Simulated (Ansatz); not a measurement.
# C₂H₇GaO₂: small, medium and large basis sets

One table from this session's results is given with a row withheld; the runs are named, their logs left out.

The runs use Ansatz 0.2.0, Gaussian basis; one geometry, several basis sets.

The runs, in order: PBE0-D4/def2-SVP; ωB97M-V/def2-SVP; PBE0-D4/def2-QZVPP; ωB97M-V/def2-QZVPP; the functionals' def2-TZVPP values are taken from earlier runs.

**Structure used throughout**

All runs share one geometry, relaxed beforehand with PBE0-D4 in a triple-zeta def2 set.

12 atoms, charge 0, spin multiplicity 1.

Atoms are counted from 1 here; the program's logs count them from 0.

Bond lengths: C1–Ga2 1.959 Å, C1–H6 1.093 Å, C1–H7 1.092 Å, C1–H8 1.091 Å, Ga2–O3 1.880 Å, Ga2–H9 1.569 Å, O3–C4 1.350 Å, C4–O5 1.479 Å, C4–H10 1.099 Å, C4–H11 1.099 Å, O5–H12 0.963 Å. Angles: Ga2–C1–H6 110.2°, Ga2–C1–H7 111.1°, Ga2–C1–H8 110.8°, H6–C1–H7 107.7°, H6–C1–H8 108.1°, H7–C1–H8 108.8°, C1–Ga2–O3 115.8°, C1–Ga2–H9 128.2°, O3–Ga2–H9 113.5°, Ga2–O3–C4 100.2°, O3–C4–O5 107.2°, O3–C4–H10 113.4°, O3–C4–H11 114.2°, O5–C4–H10 108.1°, O5–C4–H11 103.7°, H10–C4–H11 109.6°, C4–O5–H12 108.8°.

The first run:

The input, in.yaml:

```yaml
crystal:
  periodic: [false, false, false]
  atoms:
    - {symbol: C, position_ang: [-1.995740, 0.279255, 0.148226]}
    - {symbol: Ga, position_ang: [-0.208068, 0.245500, 0.948689]}
    - {symbol: O, position_ang: [0.851730, -1.248774, 0.524774]}
    - {symbol: C, position_ang: [1.442158, -0.808670, -0.606244]}
    - {symbol: O, position_ang: [1.220871, 0.652485, -0.676713]}
    - {symbol: H, position_ang: [-2.712714, -0.221984, 0.803336]}
    - {symbol: H, position_ang: [-2.340849, 1.304957, 0.001956]}
    - {symbol: H, position_ang: [-1.999558, -0.234030, -0.814625]}
    - {symbol: H, position_ang: [0.316494, 1.052917, 2.187292]}
    - {symbol: H, position_ang: [2.525995, -0.991083, -0.632856]}
    - {symbol: H, position_ang: [0.982541, -1.186189, -1.530531]}
    - {symbol: H, position_ang: [1.994340, 1.100412, -0.319404]}
basis:
  gaussian: {orbitals: def2-SVP}
hamiltonian: {xc: pbe0, dispersion: d4}
output: {orbitals: {seedname: orbitals}}
```

Command:

```
> ansatz run in.yaml --threads 4 --pin off --events-out ev --progress --plain --max-ram 10444MiB
```

Steps of the session up to this table: PBE0-D4 in def2-SVP; ωB97M-V in def2-SVP; PBE0-D4 in def2-QZVPP; ωB97M-V in def2-QZVPP.

One table of the session follows, with a row left open; its other results are not shown here.

```
functional       basis  HOMO (eV)  LUMO (eV)
   PBE0-D4    def2-SVP      -6.96       0.08
   PBE0-D4  def2-TZVPP      -7.07      -0.18
   PBE0-D4  def2-QZVPP      -7.11      -0.38
   ωB97M-V    def2-SVP      -9.28       1.77
   ωB97M-V  def2-TZVPP          ?          ?
   ωB97M-V  def2-QZVPP      -9.43       0.92
```

**Question.** Estimate the row for ωB97M-V, def2-TZVPP.

The run gave: HOMO (eV): -9.40; LUMO (eV): 1.40. In the column «HOMO (eV)» it lies between ωB97M-V, def2-QZVPP (-9.43) and ωB97M-V, def2-SVP (-9.28).
